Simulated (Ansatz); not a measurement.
**CsF (SMILES [F][Cs]) at CCSD/def2-TZVPD (core potential)**

Aim: the energy difference between two shapes of CsF at CCSD/def2-TZVPD (core potential), from 2 runs. 

The calculation is run with Ansatz 0.2.0.

10 further runs of the same task are left out: 1 for a known fault of the program, 3 that didn't finish, 6 set aside as unsound or not needed.

## (1) Starting point

The species is CsF (2 atoms), meant as a singlet with charge 0. SMILES: `[F][Cs]`. The bond length is the measured one.

Bond lengths: F1–Cs2 2.345 Å.

## (2) Energy and gradient at CCSD/def2-TZVPD (core potential)

molecule.yaml

```yaml
crystal:
  periodic: [false, false, false]
  atoms:
    - {symbol: F, position_ang: [0.000000, 0.000000, 0.000000]}
    - {symbol: Cs, position_ang: [0.000000, 0.000000, 2.345351]}
basis:
  gaussian:
    orbitals: def2-TZVPD
hamiltonian:
  pseudopotentials:
    relativity: none
correlation:
  method: ccsd
  electrons: all
output:
  forces: true
  orbitals: {seedname: orbitals}
```

On the command line:

```bash
$ ansatz run molecule.yaml --threads 1 --pin off --max-ram 2610MiB --events-out events.jsonl --progress --plain --runs-dir runs
```

Standard output:

```text
Warning: RAYON_NUM_THREADS=1 ignored (pool sized by the plan → 1); use --threads N
Functional definition: HF
  name "HF"
  exchange = exact_x
  correlation = 0
555 factors; integrals over basis functions are off by at most 6.5e-4 eV
mean field evaluation 1: about -3245.5037 eV, gradient 4.2e1 eV
mean field evaluation 2: about -3245.5060 eV, gradient 4.2e1 eV
mean field evaluation 4: about -3248.5565 eV, gradient 1.2e0 eV
mean field evaluation 8: about -3248.5620 eV, gradient 7.8e-4 eV
mean field evaluation 16: about -3248.5620 eV, gradient 3.9e-6 eV
mean field -3248.56201435 eV, -119.3824520731 hartree, gradient 3.9e-6 eV, S^2 0.000000; 0 other end points of the search recorded, 0 dependent functions left out
reference -3248.56201435 eV, -119.3824520731 hartree; 9, 9 occupied and 63, 63 virtual orbitals, 555 factors
second order -10.97476543 eV of doubles, -0.00000000 eV of singles
cycle   1  -10.77339042 eV  change    2.0e-1 eV  update   8.6e-2
cycle   2  -10.97249824 eV  change   -2.0e-1 eV  update   3.6e-2
cycle   3  -11.02912303 eV  change   -5.7e-2 eV  update   1.5e-2
cycle   4  -11.02949429 eV  change   -3.7e-4 eV  update   5.1e-3
cycle   5  -11.02489591 eV  change    4.6e-3 eV  update   2.4e-3
cycle   6  -11.02463661 eV  change    2.6e-4 eV  update   8.7e-4
cycle   7  -11.02492226 eV  change   -2.9e-4 eV  update   3.6e-4
cycle   8  -11.02488364 eV  change    3.9e-5 eV  update   1.4e-4
cycle   9  -11.02482549 eV  change    5.8e-5 eV  update   5.8e-5
cycle  10  -11.02483137 eV  change   -5.9e-6 eV  update   2.8e-5
cycle  11  -11.02484779 eV  change   -1.6e-5 eV  update   1.3e-5
cycle  12  -11.02483816 eV  change    9.6e-6 eV  update   6.4e-6
the calculation of the forces begins
Total energy: -3259.58685252 eV, -119.7876074027 hartree
Atom 0 at     0.000000     0.000000     0.000000 Å, force    -0.000000     0.000000    -0.736950 eV/Å
Atom 1 at     0.000000     0.000000     2.345351 Å, force     0.000000     0.000000     0.736950 eV/Å
Dipole moment:     0.000000    -0.000000     1.680648 e Å
```

Run time: 5.4 s. Hardware: 1 thread of Arm Neoverse V2, shared host; peak memory 0.22 GiB.

## (3) The distorted shape at the same level

molecule.yaml, as its differences from that of step 2:

```diff
@@ -3,4 +3,4 @@
   atoms:
-    - {symbol: F, position_ang: [0.000000, 0.000000, 0.000000]}
-    - {symbol: Cs, position_ang: [0.000000, 0.000000, 2.345351]}
+    - {symbol: F, position_ang: [0.034073, 0.031797, -0.026070]}
+    - {symbol: Cs, position_ang: [0.149548, 0.001981, 2.324459]}
 basis:
```

On the command line:

```bash
$ ansatz run molecule.yaml --threads 1 --pin off --max-ram 2610MiB --events-out events.jsonl --progress --plain --runs-dir runs
```

Standard output:

```text
Warning: RAYON_NUM_THREADS=1 ignored (pool sized by the plan → 1); use --threads N
Functional definition: HF
  name "HF"
  exchange = exact_x
  correlation = 0
555 factors; integrals over basis functions are off by at most 6.7e-4 eV
mean field evaluation 1: about -3245.5103 eV, gradient 4.2e1 eV
mean field evaluation 2: about -3245.5125 eV, gradient 4.2e1 eV
mean field evaluation 4: about -3248.5630 eV, gradient 1.2e0 eV
mean field evaluation 8: about -3248.5686 eV, gradient 7.8e-4 eV
mean field evaluation 16: about -3248.5686 eV, gradient 3.9e-6 eV
mean field -3248.56855041 eV, -119.3826922686 hartree, gradient 3.9e-6 eV, S^2 0.000000; 0 other end points of the search recorded, 0 dependent functions left out
reference -3248.56855041 eV, -119.3826922686 hartree; 9, 9 occupied and 63, 63 virtual orbitals, 555 factors
second order -10.97372168 eV of doubles, -0.00000000 eV of singles
cycle   1  -10.77238601 eV  change    2.0e-1 eV  update   8.6e-2
cycle   2  -10.97160149 eV  change   -2.0e-1 eV  update   3.6e-2
cycle   3  -11.02827976 eV  change   -5.7e-2 eV  update   1.5e-2
cycle   4  -11.02869639 eV  change   -4.2e-4 eV  update   5.2e-3
cycle   5  -11.02407534 eV  change    4.6e-3 eV  update   2.4e-3
cycle   6  -11.02380985 eV  change    2.7e-4 eV  update   8.7e-4
cycle   7  -11.02409937 eV  change   -2.9e-4 eV  update   3.6e-4
cycle   8  -11.02406107 eV  change    3.8e-5 eV  update   1.4e-4
cycle   9  -11.02400204 eV  change    5.9e-5 eV  update   5.9e-5
cycle  10  -11.02400788 eV  change   -5.8e-6 eV  update   2.9e-5
cycle  11  -11.02402471 eV  change   -1.7e-5 eV  update   1.3e-5
cycle  12  -11.02401507 eV  change    9.6e-6 eV  update   6.5e-6
the calculation of the forces begins
Total energy: -3259.59256548 eV, -119.7878173503 hartree
Atom 0 at     0.034073     0.031797    -0.026070 Å, force    -0.032209     0.008316    -0.655626 eV/Å
Atom 1 at     0.149548     0.001981     2.324459 Å, force     0.032209    -0.008316     0.655626 eV/Å
Dipole moment:     0.083076    -0.021450     1.691034 e Å
```

Run time: 5.4 s. Hardware: 1 thread of Arm Neoverse V2, shared host; peak memory 0.22 GiB.

## (4) What came out

Level: CCSD/def2-TZVPD (core potential).

| quantity | value |
| --- | --- |
| first shape: total energy | -119.78761 Eh |
| first shape: dipole moment (correlated density) | 8.07 D |
| first shape: HOMO energy (Hartree–Fock orbitals) | -11.09 eV |
| first shape: LUMO energy (Hartree–Fock orbitals) | 0.02 eV |
| first shape: HOMO–LUMO gap (Hartree–Fock orbitals) | 11.11 eV |
| first shape: correlation energy | -405.2 mEh |
| first shape: T1 diagnostic | 0.013 |
| first shape: largest force on an atom | 0.737 eV/Å |
| distorted shape: total energy | -119.78782 Eh |
| distorted shape: dipole moment (correlated density) | 8.13 D |
| distorted shape: HOMO energy (Hartree–Fock orbitals) | -11.09 eV |
| distorted shape: LUMO energy (Hartree–Fock orbitals) | 0.01 eV |
| distorted shape: HOMO–LUMO gap (Hartree–Fock orbitals) | 11.10 eV |
| distorted shape: correlation energy | -405.1 mEh |
| distorted shape: T1 diagnostic | 0.013 |
| distorted shape: largest force on an atom | 0.656 eV/Å |
| energy change with the atoms displaced | -0.006 eV |

**Reading.** With the atoms displaced the energy falls by 0.01 eV (0.6 kJ/mol). The first shape isn't relaxed at this level, so the change isn't measured from a minimum. The largest force (first shape) is 0.74 eV/Å: the shape isn't a stationary point for this species at this level.
